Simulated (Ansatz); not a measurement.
# AlCl2H3OSi: up Jacob's ladder to CCSD(T)

Aim: compute AlCl2H3OSi with functionals from several rungs and with coupled cluster, and see how far each lands from CCSD(T) at the basis-set limit for the atomisation energy.

Computed with Ansatz 0.2.0, Gaussian basis. Level: functionals in def2-TZVPP, the program's frozen cores in correlated methods.

Levels to be run: LDA (SPW92), PBE-D4, revPBE-D4, BLYP-D4, r2SCAN-D4, B97M-V, PBE0-D4, B3LYP-D4, r2SCANh-D4, r2SCAN0-D4, HSE06-D4, BHLYP-D4, CAM-B3LYP-D4, LC-ωPBE, ωB97X-V, ωB97M-V, B2PLYP, PBE-QIDH; CCSD(T)/def2-SVP; CCSD(T)/def2-TZVPP; CCSD(T)/def2-QZVPP; extrapolation to the limit; RPA on PBE.

### Step 1. The relaxed structure

The geometry comes from an earlier relaxation with PBE0-D4 in a triple-zeta def2 set; it is a stationary point, not always the lowest conformer.

SMILES `[SiH3][O][Al]([Cl])[Cl]`, 8 atoms, charge 0, spin multiplicity 1.

Atoms are counted from 1 here; the program's logs count them from 0.

Bond lengths: Si1–O2 1.630 Å, Si1–H6 1.485 Å, Si1–H7 1.485 Å, Si1–H8 1.485 Å, O2–Al3 1.659 Å, Al3–Cl4 2.073 Å, Al3–Cl5 2.073 Å. Angles: O2–Si1–H6 109.8°, O2–Si1–H7 109.4°, O2–Si1–H8 109.8°, H6–Si1–H7 109.3°, H6–Si1–H8 109.2°, H7–Si1–H8 109.3°, Si1–O2–Al3 179.7°, O2–Al3–Cl4 120.3°, O2–Al3–Cl5 120.3°, Cl4–Al3–Cl5 119.4°.

### Step 2. LDA

This LDA is Slater exchange with PW92 correlation.

in.yaml reads:

```yaml
crystal:
  periodic: [false, false, false]
  atoms:
    - {symbol: Si, position_ang: [0.040701, -0.861646, 1.239182]}
    - {symbol: O, position_ang: [0.013407, 0.057988, -0.106107]}
    - {symbol: Al, position_ang: [-0.022839, 0.997646, -1.472439]}
    - {symbol: Cl, position_ang: [-0.792791, 0.241625, -3.242084]}
    - {symbol: Cl, position_ang: [0.702594, 2.938709, -1.426946]}
    - {symbol: H, position_ang: [-0.074054, 0.003385, 2.441156]}
    - {symbol: H, position_ang: [1.319356, -1.615322, 1.295727]}
    - {symbol: H, position_ang: [-1.094274, -1.819484, 1.215611]}
basis:
  gaussian: {orbitals: def2-TZVPP}
hamiltonian: {xc: lda}
output: {orbitals: {seedname: orbitals}}
```

Run with:

```sh
$ ansatz run in.yaml --threads 2 --pin off --events-out ev --progress --plain --max-ram 22528MiB --backend cpu
```

After this run come: PBE-D4 (GGA); revPBE-D4 (GGA); BLYP-D4 (GGA); r2SCAN-D4 (meta-GGA); B97M-V (meta-GGA); B3LYP-D4 (hybrid); r2SCANh-D4 (hybrid); r2SCAN0-D4 (hybrid); HSE06-D4 (hybrid); BHLYP-D4 (hybrid); CAM-B3LYP-D4 (range-separated); LC-ωPBE (range-separated); ωB97X-V (range-separated); ωB97M-V (range-separated); B2PLYP (double hybrid); PBE-QIDH (double hybrid); CCSD(T) in def2-SVP; CCSD(T) in def2-TZVPP; CCSD(T) in def2-QZVPP; RPA on PBE orbitals.

Q: Predict the results of all the runs planned. Wanted: atomisation energy, CCSD(T)/CBS; farthest beyond LDA; mean size of error, GGA; mean size of error, meta-GGA; mean size of error, hybrid; mean size of error, range-separated; mean size of error, double hybrid; gap, smallest and largest; T1 diagnostic.

**Answer**, as computed:

| quantity | value |
| --- | --- |
| atomisation energy, CCSD(T)/CBS | 29.085 eV |
| functionals within 0.145 eV (0.5 %) | r2SCAN-D4, B97M-V, ωB97X-V |
| farthest beyond LDA | revPBE-D4 (-1.157 eV) |
| mean size of error, GGA | 0.830 eV |
| mean size of error, meta-GGA | 0.072 eV |
| mean size of error, hybrid | 0.648 eV |
| mean size of error, range-separated | 0.308 eV |
| mean size of error, double hybrid | 0.601 eV |
| gap, smallest and largest | 5.39 eV (LDA (SPW92)), 12.90 eV (LC-ωPBE) |
| T1 diagnostic | 0.0100 |
| triples share of the correlation energy | 3.6 % |

What this shows: The LDA atomisation energy is off by 2.857 eV (10 %): it overbinds. PBE-D4 misses by -0.500 eV. Double hybrids carry the basis error of their MP2 part in triple zeta, and no dispersion term here, so their miss is partly the set-up's. By mean error the best rung here is meta-GGA (0.072 eV) and the worst beyond LDA is GGA (0.830 eV). The reference freezes the cores and leaves out relativity and excitations past (T), so misses under about 0.145 eV can't be ranked. Hartree-Fock recovers 76 % of the binding; the rest is correlation. CCSD(T) in def2-SVP is off by -2.336 eV, worse than the median functional, from the basis alone. The gap grows from 5.4 to 12.9 eV across the functionals, mostly with the share of exact exchange.
